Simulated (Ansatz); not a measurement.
Working through harmonic frequencies at the relaxed geometry of C2H2BCl, SMILES ClC1=CB1

Computed with the Ansatz DFT code, driven from Python.

The cells in order, each with its output:

In [1]:
```python
import warnings

import ansatz as az
from ase import Atoms
from ase.thermochemistry import IdealGasThermo
import numpy as np
```

In [2]:
```python
BASIS = "def2-SVP"
FUNCTIONAL = "pbe"
```

In [3]:
```python
GEOMETRY = """
Cl   -1.16340   -2.14980   -0.52640
C    -0.34830   -0.63270   -0.15660
C     0.80920    0.00360    0.25410
B    -0.26470    0.86950   -0.05040
H     1.87600   -0.08180    0.57370
H    -0.86670    1.92710   -0.14060
"""

warnings.simplefilter("ignore", az.DeckWarning)
```

In [4]:
```python
system = az.Crystal.molecule()
for line in GEOMETRY.strip().splitlines():
    symbol, *xyz = line.split()
    system = system.atom(symbol, [float(v) for v in xyz])
```

In [5]:
```python
model = (
    system.calculation()
    .basis(gaussian=BASIS)
    .functional(FUNCTIONAL)
)
symbols = [site.symbol for site in system.cartesian_sites]
start = np.array([site.position_ang for site in system.cartesian_sites], dtype=float)
report = model.relax(force_tolerance=0.003).run(threads=1).report
end = np.array(report["positions_ang"])
```

In [6]:
```python
print("bond        before    after (A)")
for i, j in [(0, 1), (1, 2), (1, 3), (2, 3), (2, 4), (3, 5)]:
    d0, d1 = (np.linalg.norm(xyz[i] - xyz[j]) for xyz in (start, end))
    print(f"{symbols[i]}{i}-{symbols[j]}{j}".ljust(10), f"{d0:8.4f} {d1:8.4f}")
for i, j, k in [(0, 1, 2), (0, 1, 3), (2, 1, 3), (1, 2, 3), (1, 2, 4), (3, 2, 4), (1, 3, 2), (1, 3, 5)]:
    u, v = end[i] - end[j], end[k] - end[j]
    print(f"angle {symbols[i]}{i}-{symbols[j]}{j}-{symbols[k]}{k}: {np.degrees(np.arccos(np.clip(u @ v / np.linalg.norm(u) / np.linalg.norm(v), -1, 1))):.2f} deg")
```
```text
bond        before    after (A)
Cl0-C1       1.7615   1.7099
C1-C2        1.3832   1.3605
C1-B3        1.5083   1.4863
C2-B3        1.4127   1.4961
C2-H4        1.1169   1.0999
B3-H5        1.2203   1.2017
angle Cl0-C1-C2: 139.66 deg
angle Cl0-C1-B3: 157.11 deg
angle C2-C1-B3: 63.23 deg
angle C1-C2-B3: 62.49 deg
angle C1-C2-H4: 141.03 deg
angle B3-C2-H4: 156.47 deg
angle C1-B3-C2: 54.28 deg
angle C1-B3-H5: 154.29 deg
```

In [7]:
```python
minimum = az.Crystal.molecule()
for symbol, xyz in zip(symbols, end):
    minimum = minimum.atom(symbol, xyz.tolist())
vibrating = (
    minimum.calculation()
    .basis(gaussian=BASIS)
    .functional(FUNCTIONAL)
    .phonons(temperatures=(200, 600, 100))
)
vib = vibrating.run(threads=1).report["vibrations"]
sums = vib["harmonic_sums"]
modes = [m["omega_inv_cm"] for m in sums["modes_at_gamma"] if m["rigid_motion"] == "no"]
print("frequencies (1/cm):", " ".join(f"{w:.0f}" for w in modes))
print("imaginary modes:", sum(w < 0 for w in modes), " zero-point energy:", round(sums["zero_point_energy_ev"], 4), "eV")
gas = IdealGasThermo(vib_energies=[w / 8065.544 for w in modes if w > 0], geometry="linear" if len(modes) == 3 * len(symbols) - 5 else "nonlinear",
                     atoms=Atoms(symbols, positions=end), symmetrynumber=1, spin=0.0)
print(f"H(298 K) - E = {gas.get_enthalpy(298.15, verbose=False):.4f} eV")
print(f"S(298 K, 1 bar) = {96485.33 * gas.get_entropy(298.15, 1e5, verbose=False):.1f} J/(mol K) with symmetry number 1")
```
```text
frequencies (1/cm): 329 350 539 770 787 894 895 1120 1231 1581 2680 3153
imaginary modes: 0  zero-point energy: 0.8882 eV
H(298 K) - E = 1.0254 eV
S(298 K, 1 bar) = 280.0 J/(mol K) with symmetry number 1
```

The frequencies are harmonic and unscaled, in a modest basis. The result belongs to the one conformer reached from this start, and soft torsions count as harmonic oscillators. The entropy takes a symmetry number of 1; a symmetric molecule's is lower by R ln(sigma). Hardware and time: 47 s on 1 thread of Arm Neoverse V1, on a shared host, peak memory 0.25 GiB.

(Lines on the test bed's own set-up are left out of the output.)
